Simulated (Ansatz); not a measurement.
# C₄H₄F₄: up Jacob's ladder to CCSD(T)

An exercise on one series of results from a longer session: the logs are not shown, and one member is left open.

Program: Ansatz 0.2.0, Gaussian basis. Level of theory: functionals in def2-TZVPP, the program's frozen cores in correlated methods. These are calculated values, not measurements.

Plan: LDA (SPW92), PBE-D4, revPBE-D4, BLYP-D4, r2SCAN-D4, B97M-V, PBE0-D4, B3LYP-D4, r2SCANh-D4, r2SCAN0-D4, HSE06-D4, BHLYP-D4, CAM-B3LYP-D4, LC-ωPBE, ωB97X-V, ωB97M-V, B2PLYP, PBE-QIDH; CCSD(T)/def2-SVP; MP2/def2-TZVPP; MP2/def2-QZVPP; RPA on PBE.

### Structure used throughout

The geometry comes from an earlier relaxation with PBE0-D4 in a triple-zeta def2 set; it is a stationary point, not always the lowest conformer.

SMILES `FC1(F)CCC1(F)F`, 12 atoms, charge 0, spin multiplicity 1.

Atoms are counted from 1 here; the program's logs count them from 0.

Bond lengths: F1–C2 1.338 Å, C2–F3 1.349 Å, C2–C4 1.527 Å, C2–C6 1.552 Å, C4–C5 1.551 Å, C4–H9 1.089 Å, C4–H10 1.088 Å, C5–C6 1.527 Å, C5–H11 1.089 Å, C5–H12 1.088 Å, C6–F7 1.338 Å, C6–F8 1.349 Å. Angles: F1–C2–F3 108.1°, F1–C2–C4 118.1°, F1–C2–C6 117.2°, F3–C2–C4 112.6°, F3–C2–C6 111.0°, C4–C2–C6 88.8°, C2–C4–C5 88.9°, C2–C4–H9 110.7°, C2–C4–H10 115.1°, C5–C4–H9 112.7°, C5–C4–H10 117.5°, H9–C4–H10 110.5°, C4–C5–C6 88.9°, C4–C5–H11 112.7°, C4–C5–H12 117.5°, C6–C5–H11 110.7°, C6–C5–H12 115.1°, H11–C5–H12 110.5° and more.

The first run:

File in.yaml:

```yaml
crystal:
  periodic: [false, false, false]
  atoms:
    - {symbol: F, position_ang: [-2.041908, -0.760282, 0.386365]}
    - {symbol: C, position_ang: [-0.856378, -0.170405, 0.578616]}
    - {symbol: F, position_ang: [-0.868434, 0.407314, 1.797607]}
    - {symbol: C, position_ang: [0.405615, -0.994564, 0.331518]}
    - {symbol: C, position_ang: [1.021880, 0.225476, -0.401256]}
    - {symbol: C, position_ang: [-0.376656, 0.830415, -0.506474]}
    - {symbol: F, position_ang: [-0.520597, 2.134424, -0.243345]}
    - {symbol: F, position_ang: [-0.964565, 0.574944, -1.693468]}
    - {symbol: H, position_ang: [0.196853, -1.826343, -0.340174]}
    - {symbol: H, position_ang: [0.908877, -1.347410, 1.229021]}
    - {symbol: H, position_ang: [1.654762, 0.829453, 0.247808]}
    - {symbol: H, position_ang: [1.517449, 0.041776, -1.352018]}
basis:
  gaussian: {orbitals: def2-TZVPP}
hamiltonian: {xc: lda}
output: {orbitals: {seedname: orbitals}}
```

On the command line:

```sh
$ ansatz run in.yaml --threads 4 --pin off --events-out ev --progress --plain --max-ram 11315MiB
```

Among the steps run: LDA; PBE-D4 (GGA); revPBE-D4 (GGA); BLYP-D4 (GGA); r2SCAN-D4 (meta-GGA); B97M-V (meta-GGA); PBE0-D4 (hybrid); B3LYP-D4 (hybrid); r2SCANh-D4 (hybrid); r2SCAN0-D4 (hybrid); HSE06-D4 (hybrid); BHLYP-D4 (hybrid); CAM-B3LYP-D4 (range-separated); LC-ωPBE (range-separated); ωB97X-V (range-separated); ωB97M-V (range-separated); B2PLYP (double hybrid); PBE-QIDH (double hybrid).

One table of the session follows, with a row left open; its other results are not shown here.

It belongs to the step «Orbital energies across the functionals». 

| functional | HOMO (eV) | LUMO (eV) | gap (eV) |
| --- | --- | --- | --- |
| LDA (SPW92) | -7.69 | -0.38 | 7.31 |
| PBE-D4 | -7.47 | -0.11 | 7.37 |
| revPBE-D4 | -7.38 | -0.01 | 7.38 |
| BLYP-D4 | -7.44 | 0.01 | 7.45 |
| r2SCAN-D4 | -7.83 | 0.31 | 8.13 |
| B97M-V | -7.99 | 0.24 | 8.23 |
| PBE0-D4 | ? | ? | ? |
| B3LYP-D4 | -8.96 | 0.69 | 9.65 |
| r2SCANh-D4 | -8.46 | 0.68 | 9.14 |
| r2SCAN0-D4 | -9.40 | 1.24 | 10.64 |
| HSE06-D4 | -8.75 | 0.58 | 9.33 |
| BHLYP-D4 | -10.84 | 1.89 | 12.73 |
| CAM-B3LYP-D4 | -10.69 | 2.03 | 12.73 |
| LC-ωPBE | -11.94 | 3.27 | 15.21 |
| ωB97X-V | -11.61 | 3.18 | 14.79 |
| ωB97M-V | -11.52 | 2.75 | 14.27 |

Q: Estimate the row for PBE0-D4 from the others.

**Answer.** HOMO (eV): -9.16; LUMO (eV): 0.96; gap (eV): 10.12. In the column «HOMO (eV)» it lies between r2SCAN0-D4 (-9.40) and B3LYP-D4 (-8.96).
